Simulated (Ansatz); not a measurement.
# BrClH3NSi: the cost of one run

Computed with Ansatz 0.2.0, Gaussian basis. Level: PBE-D4/def2-SVP.

### Step 1. Starting geometry

The start, a first-order saddle point found at PBE0-D4 in triple zeta: 7 atoms, charge 0, spin multiplicity 1.

Atoms are counted from 1 here; the program's logs count them from 0.

Bond lengths: Si1–N3 1.614 Å, Si1–H5 1.470 Å, Si1–Cl6 1.973 Å, N3–H4 1.137 Å, N3–H7 1.011 Å. Angles: N3–Si1–H5 123.2°, N3–Si1–Cl6 123.5°, H5–Si1–Cl6 113.1°, Si1–N3–H4 112.2°, Si1–N3–H7 123.3°, H4–N3–H7 116.9°.

Coordinates:

```xyz
7
charge 0, multiplicity 1
Si   -0.8221   -0.4952    0.2813
Br    1.8095    0.5162   -1.9588
N     0.3745    0.5311    0.6290
H     1.1424    0.5948   -0.2067
H    -2.1903   -0.3392    0.7949
Cl   -0.5642   -2.1643   -0.7384
H     0.2501    1.3566    1.1988
```

### Step 2. Dynamics

The input, md/in.yaml:

```yaml
crystal:
  periodic: [false, false, false]
  atoms:
    - {symbol: Si, position_ang: [-0.822109, -0.495231, 0.281332]}
    - {symbol: Br, position_ang: [1.809513, 0.516223, -1.958825]}
    - {symbol: N, position_ang: [0.374486, 0.531052, 0.628982]}
    - {symbol: H, position_ang: [1.142417, 0.594770, -0.206655]}
    - {symbol: H, position_ang: [-2.190316, -0.339165, 0.794855]}
    - {symbol: Cl, position_ang: [-0.564226, -2.164302, -0.738366]}
    - {symbol: H, position_ang: [0.250134, 1.356553, 1.198776]}
basis:
  gaussian: {orbitals: def2-SVP}
hamiltonian: {xc: pbe, dispersion: d4}
md: {n_steps: 60, timestep: 0.5, temperature: 500, ensemble: nvt_nose_hoover, seed: 693, initial_velocities: maxwell_boltzmann}
```

Run with:

```console
> ansatz run in.yaml --threads 4 --pin off --events-out ev --progress --plain --max-ram 9574MiB
```

**Question.** How long does this run take on 4 threads of Arm Neoverse V2, shared host?

About 44 s.
